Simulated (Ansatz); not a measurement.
# KCuCl3, space group Pm-3m: a scan of the Hubbard U

Program: the Ansatz DFT code, driven from Python.

The cells in order, each with its output:

**Cell 1**
```python
import ansatz as az
import numpy as np
```

**Cell 2**
```python
def count_gap(report):
    # lowest empty less highest filled band, counting bands; zero where they overlap
    return max(report.get("gap_by_band_count_ev") or 0.0, 0.0)
```

**Cell 3**
```python
vectors = np.array([
    [4.798052, 0.0, 0.0],
    [0.0, 4.798052, 0.0],
    [0.0, 0.0, 4.798052],
])
xtal = (
    az.Lattice.of(vectors)
    .atom("K", [0.0, 0.0, 0.0])
    .atom("Cu", [0.5, 0.5, 0.5])
    .atom("Cl", [0.0, 0.5, 0.5])
    .atom("Cl", [0.5, 0.0, 0.5])
    .atom("Cl", [0.5, 0.5, 0.0])
)
```

**Cell 4**
```python
xtal.resolved().tree()["lattice"]
```
Output:
```text
((4.798052, 0.0, 0.0), (0.0, 4.798052, 0.0), (0.0, 0.0, 4.798052))
```

**Cell 5**
```python
base = (
    xtal.calculation()
    .functional(az.Functional.LDA)
    .kpoints(5)
    .occupations("Fermi-Dirac", width=0.05)
    .scf(tolerance=1e-10)
    .band_table()
)
rows = []
for u in [2.0, 4.0, 6.0, 8.0]:
    r = base.hubbard("Cu", "d", u_eff=u).run().report
    shell = r["hubbard"]["n_scf"]
    rows.append((u, count_gap(r), sum(shell) / len(shell), r["n_iterations"]))
print("      U_eff eV  gap by band count eV  Cu d occupation (projector)      iterations")
for row in rows:
    print(f"{str(row[0]):>14s}  {row[1]:20.3f}  {row[2]:27.4f}  {row[3]:14d}")
```
Output:
```text
DeckWarning: basis.ecutwfc = 420 eV, auto-derived from the records' recommended cutoffs: set by K (normal level)
      U_eff eV  gap by band count eV  Cu d occupation (projector)      iterations
           2.0                 0.000                       9.5871              11
           4.0                 0.000                       9.6401              11
           6.0                 0.000                       9.6910              12
           8.0                 0.000                       9.7388              13
```

Caveats:
- The cell holds an odd number of electrons and is run without spin, so a magnetic state may lie lower.
- The mesh is modest for a metal, so energies can be off by several to tens of meV an atom and pressures by half a GPa or more; differences at equal mesh fare better.
- A gap by band count of zero or less means overlapping bands, a metal, and at an odd count of electrons it is no gap at all.
- A Hubbard U without spin forces both spins into the same orbitals, which can open a gap or pick a state that a spin-polarised run wouldn't.
- This cell is a computed structure, which may not be the phase found in nature.
- Levels are Kohn-Sham eigenvalues on this mesh.
- Warnings are shown shortened and without file and line.
- Shell occupations and the effect of U depend on the projectors; a run with no .spin step is spin-unpolarised, and each U may end in a state that isn't the lowest.
- Timing: 11 s on 1 thread of Arm Neoverse V2, on a shared host, peak memory 0.41 GiB.
